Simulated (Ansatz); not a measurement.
## Ga3Sb under changes of volume

One of the cells (22.186 Å³/atom); the others are scaled copies at fixed shape and fractional positions:

```
Sb Ga
1.0
    -2.15880    2.15880    4.76048
     2.15880   -2.15880    4.76048
     2.15880    2.15880   -4.76048
Sb Ga
1 3
Cartesian
  0.0000 0.0000 0.0000
  0.0000 0.0000 4.7605
  2.1588 0.0000 2.3802
  0.0000 2.1588 2.3802
```

The cell comes from a database or a generator and needn't be the stable form of this composition.

```yaml
Program: Ansatz 0.2.0
Functional: PBEsol
Potentials_or_basis: all-electron LAPW, scalar-relativistic
Cutoff: 193 eV (chosen from the basis error)
Basis_error_allowed: 0.001 eV/atom
k_mesh: 9 × 9 × 9
Occupations: fermi-dirac, width 0.05 eV
Spin: no spin polarisation
```

```tsv
volume (Å³/atom)	energy over the lowest point (meV/atom)	pressure (GPa)
20.855	0.00	-0.8
21.298	3.71	-1.8
21.742	10.16	-2.7
22.186	?	?
22.630	29.89	-4.2
23.073	42.60	-4.9
23.517	56.91	-5.4
```

What does the run at 22.186 Å³/atom give?

Energy over the lowest point 18.99 meV/atom; pressure -3.5 GPa.

Worked out: A Birch-Murnaghan fit of order 3 (a polynomial in V^(-2/3)) to the other rows has its minimum at 20.55 Å³/atom, just outside them, with B0 = V·E''(V) = 57 GPa and B' = 5.1 at fixed shape and positions, which overstates the stiffness. It gives 18.98 meV/atom at 22.186 Å³/atom, against the run's 18.99, and -dE/dV = -3.6 GPa, against -3.5.

Energies are extrapolated to zero smearing.
